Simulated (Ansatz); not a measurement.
# CH4AlB2Cl: the cost of one run

Program: Ansatz 0.2.0. Level of theory: RKS CAM-B3LYP-D4/def2-SVP. These are calculated values, not measurements.

### 1 Starting point

Bond lengths: Cl1–B2 1.850 Å, B2–B3 1.686 Å, B3–C4 1.602 Å, B2–Al5 2.045 Å, C4–Al5 1.976 Å, B3–H6 1.192 Å, C4–H7 1.076 Å, C4–H8 1.113 Å, Al5–H9 1.623 Å. Angles (14 of 15 angles, heavy atoms first): Cl1–B2–B3 132.5°, Cl1–B2–Al5 136.1°, B3–B2–Al5 91.4°, B2–B3–C4 96.7°, B3–C4–Al5 96.5°, B2–Al5–C4 75.3°, B2–B3–H6 134.1°, C4–B3–H6 129.0°, B3–C4–H7 114.2°, B3–C4–H8 110.9°, Al5–C4–H7 111.3°, Al5–C4–H8 108.9°, B2–Al5–H9 142.9°, C4–Al5–H9 141.5°.

Structure file:

```xyz
9

Cl   -1.7272   -2.3659    1.2567
B    -0.7443   -0.9846    0.5163
B     0.7781   -0.9304   -0.2070
C     0.8051    0.6502   -0.4661
Al   -1.0064    1.0229    0.2295
H     1.6319   -1.7378   -0.4056
H     1.5554    1.1770    0.0971
H     0.8253    0.8727   -1.5563
H    -2.0294    2.2496    0.5184
```

### 2 Relaxing end A

The input, input.yaml:

```yaml
crystal:
  periodic: [false, false, false]
  atoms:
    - { symbol: Cl, position_ang: [-1.7272, -2.3659, 1.2567] }
    - { symbol: B, position_ang: [-0.7443, -0.9846, 0.5163] }
    - { symbol: B, position_ang: [0.7781, -0.9304, -0.207] }
    - { symbol: C, position_ang: [0.8051, 0.6502, -0.4661] }
    - { symbol: Al, position_ang: [-1.0064, 1.0229, 0.2295] }
    - { symbol: H, position_ang: [1.6319, -1.7378, -0.4056] }
    - { symbol: H, position_ang: [1.5554, 1.177, 0.0971] }
    - { symbol: H, position_ang: [0.8253, 0.8727, -1.5563] }
    - { symbol: H, position_ang: [-2.0294, 2.2496, 0.5184] }
basis:
  gaussian: { orbitals: def2-SVP }
hamiltonian:
  xc: cam_b3lyp
  dispersion: d4
relax:
  f_tol: 0.02
  max_steps: 50
```

Command:

```sh
ansatz run input.yaml --threads 2 --pin off --max-ram 3072MiB --backend cpu --events-out ev --progress --plain --runs-dir out
```

**Question.** How long does this run take on 2 threads of Intel Xeon Platinum 8488C (Sapphire Rapids), shared host, and how much memory does it need?

About 41 s, with a peak of 0.28 GiB.
